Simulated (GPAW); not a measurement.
A calculation with GPAW 26.7.0 of GaGe (ASE script, structure from a POSCAR):

Contents of run.py:

```python
from ase.dft.bandgap import bandgap
from ase.io import read, write
from ase.units import GPa
from gpaw import GPAW, PW

atoms = read('POSCAR')

calc = GPAW(mode=PW(500),
            xc='PBE',
            kpts={'size': (7, 7, 7), 'gamma': True},
            occupations={'name': 'fermi-dirac', 'width': 0.05},
            nbands=11,
            maxiter=120,
            txt='gpaw.txt')
atoms.calc = calc
energy = atoms.get_potential_energy()
forces = atoms.get_forces()
stress = atoms.get_stress()
calc.write('gs.gpw')
write('result.traj', atoms)
print(f'Energy: {energy:.6f} eV')
print('Forces (eV/A):')
print(forces.round(4))
print('Stress (GPa):', (stress / GPa).round(3))
print('Fermi level:', round(calc.get_fermi_level(), 4), 'eV')
print(f'Gap: {bandgap(calc)[0]:.4f} eV, direct: {bandgap(calc, direct=True)[0]:.4f} eV')
```

POSCAR

```
GaGe
1.0
    0.0000000000      2.8978440000      2.8978440000
    2.8978440000      0.0000000000      2.8978440000
    2.8978440000      2.8978440000      0.0000000000
Ge Ga
1 1
Direct
    0.0000000000      0.0000000000      0.0000000000
    0.2500000000      0.2500000000      0.2500000000
```

Potentials or basis: GPAW PAW data sets (gpaw-data 1.2.1), pw.

Launch:

```console
$ OMP_NUM_THREADS=1 python run.py
```

The cell comes from a database or a generator and needn't be the stable form of this composition.

Q: Write the same calculation in another form: ASE script, structure typed inline.

A: As run:

File run.py:

```python
from ase import Atoms
from ase.dft.bandgap import bandgap
from ase.io import write
from ase.units import GPa
from gpaw import GPAW, PW

atoms = Atoms(['Ge', 'Ga'],
              cell=[[0.0, 2.897844, 2.897844],
                    [2.897844, 0.0, 2.897844],
                    [2.897844, 2.897844, 0.0]],
              scaled_positions=[[0.0, 0.0, 0.0],
                                [0.25, 0.25, 0.25]],
              pbc=True)

calc = GPAW(mode=PW(500),
            xc='PBE',
            kpts={'size': (7, 7, 7), 'gamma': True},
            occupations={'name': 'fermi-dirac', 'width': 0.05},
            nbands=11,
            maxiter=120,
            txt='gpaw.txt')
atoms.calc = calc
energy = atoms.get_potential_energy()
forces = atoms.get_forces()
stress = atoms.get_stress()
calc.write('gs.gpw')
write('result.traj', atoms)
print(f'Energy: {energy:.6f} eV')
print('Forces (eV/A):')
print(forces.round(4))
print('Stress (GPa):', (stress / GPa).round(3))
print('Fermi level:', round(calc.get_fermi_level(), 4), 'eV')
print(f'Gap: {bandgap(calc)[0]:.4f} eV, direct: {bandgap(calc, direct=True)[0]:.4f} eV')
```

Potentials or basis: GPAW PAW data sets (gpaw-data 1.2.1), pw.

The run is started by

```sh
$ OMP_NUM_THREADS=1 python run.py
```

Both were run:

|  | ASE script, structure from a POSCAR | ASE script, structure typed inline |
| --- | --- | --- |
| Pressure | 0.8 GPa | 0.8 GPa |
| Band gap on the k mesh | none (metal or under the smearing width) | none (metal or under the smearing width) |

Keys that steer only the numerical path or the files written may differ.

Caveat: the cutoff is short for stress and forces, so pressures can be off by a GPa or more.
